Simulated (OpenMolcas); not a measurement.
# Ce³⁺ among point charges: CASSCF and CASPT2 levels and susceptibility

Aim: the splitting of the states of Ce³⁺ in the field of 8 point charges, its lowest levels with spin-orbit coupling and its magnetic susceptibility.

The numbers are computed with OpenMolcas 26.06 (state-averaged CASSCF and CASPT2, spin-orbit coupling by RASSI with atomic mean-field integrals), except any that are marked as measured or tabulated.

## Step 1: Starting point

```
Species                           : Ce³⁺ (cerium, Z = 58, 55 electrons)
Basis                             : ANO-RCC-VDZP [7s6p4d2f1g], 68 functions
Scalar Hamiltonian                : DKH2, point nucleus
Inactive shells                   : 1s 2s 2p 3s 3p 3d 4s 4p 4d 5s 5p
Active space                      : 1 electron in 7 orbitals (4f)
Some configurations of this space : 4f
Orbitals                          : optimised for the highest spin of each parity, averaged over all roots
```

The outer shells:

4f
```
4f [↑ ][  ][  ][  ][  ][  ][  ]
```

The ion sits among 8 point charges of -2 e arranged as a cube (Oh), 2.56 Å from the ion.

The work runs as a chain of OpenMolcas steps in one folder; each step below is one input file. Labels, J, g values, rates, χT and fits are worked out afterwards by a script from the matrices that RASSI stores. The input lists half of the charges; inversion (Group=XYZ) makes the rest.

## Step 2: GATEWAY and SEWARD: basis and integrals

File a.inp:

```
&GATEWAY
Coord
1

Ce 0.0 0.0 0.0
Basis=ANO-RCC-VDZP
Group=XYZ
NoMove
AngMom=0.0 0.0 0.0
AMFI
XField
4 Angstrom 0
1.478017 1.478017 1.478017 -2.000000
1.478017 1.478017 -1.478017 -2.000000
1.478017 -1.478017 1.478017 -2.000000
1.478017 -1.478017 -1.478017 -2.000000
&SEWARD
```

Run with:

```bash
> OMP_NUM_THREADS=1 MOLCAS_MEM=2252 MOLCAS_PROJECT=a pymolcas a.inp > a.log
```

## Step 3: CASSCF: doublets of odd parity, 7 roots

File a.inp:

```
&RASSCF
FileOrb=start.orb
Symmetry=2
Spin=2
nActEl=1 0 0
Inactive=15 12
Ras2=0 7
CIRoot=7 7 1
SDav=7
CIMx=300
Iter=120 100
PrWF=0.3
OrbListing=Nothing
MaxOrb=0
>>> COPY $Project.JobIph JOB001
```

start.orb holds the contracted functions of the basis, ordered by shell, or the orbitals of the step before.

## Step 4: State interaction with spin-orbit coupling

File a.inp:

```
&RASSI
NrOfJobIphs=1 7
1 2 3 4 5 6 7
IphNames
JOB001
EJob
SpinOrbit
DIPRint=1.0
SOCoupling=1000.0
Subsets=2
Property=9
'ANGMOM' 1 'ANGMOM' 2 'ANGMOM' 3 'MLTPL  1' 1 'MLTPL  1' 2 'MLTPL  1' 3
'AMFI' 1 'AMFI' 2 'AMFI' 3
SOProperty=3
'ANGMOM' 1 'ANGMOM' 2 'ANGMOM' 3
```

## Step 5: CASPT2: IPEA 0.25, imaginary shift 0.1 (closed shells correlated: 5s 5p)

File a.inp:

```
>>> COPY JOB001 $Project.JobIph
&CASPT2
Multistate=7 1 2 3 4 5 6 7
NoMult
Frozen=14 9
IPEA=0.25
Imaginary=0.1
MaxIter=60
WThr=0.0 0.3 0.05
PrWF=0.5
NoMix
```

(Steps that only read results are left out.)

Q: Predict the outcome of this session. Wanted: spin-free ground state; first state of the same spin within the active space; lowest level; next level.

The runs gave:

| quantity | value |
| --- | --- |
| method | SS-CASPT2, IPEA 0.25, imaginary shift 0.1 (closed shells correlated: 5s 5p) |
| spin-free ground state | 2T1, 3-fold in its orbital part |
| first state of the same spin within the active space | 2T2 at 355 cm⁻¹ |
| lowest level | 4-fold Γ8 |
| next level | 632.7 cm⁻¹ |
| χT at 300 K | 0.66 cm³ K/mol |
| effective moment at 300 K | 2.30 μB |

Cost by method:

| method | time of its own steps | time with the reference |
| --- | --- | --- |
| A. CASSCF | 2.4 s | 2.4 s |
| B. SS-CASPT2, IPEA 0.25, imaginary shift 0.1, +5s 5p | 1.6 s | 4 s |

Times are of one thread on a shared host.

The spin-free ground state (2T1) comes to 100 % from free-ion F terms and keeps the highest spin of the shell. CASPT2 does not keep the components of a term degenerate, and the means are used. This is an electrostatic model: the charges have no orbitals.
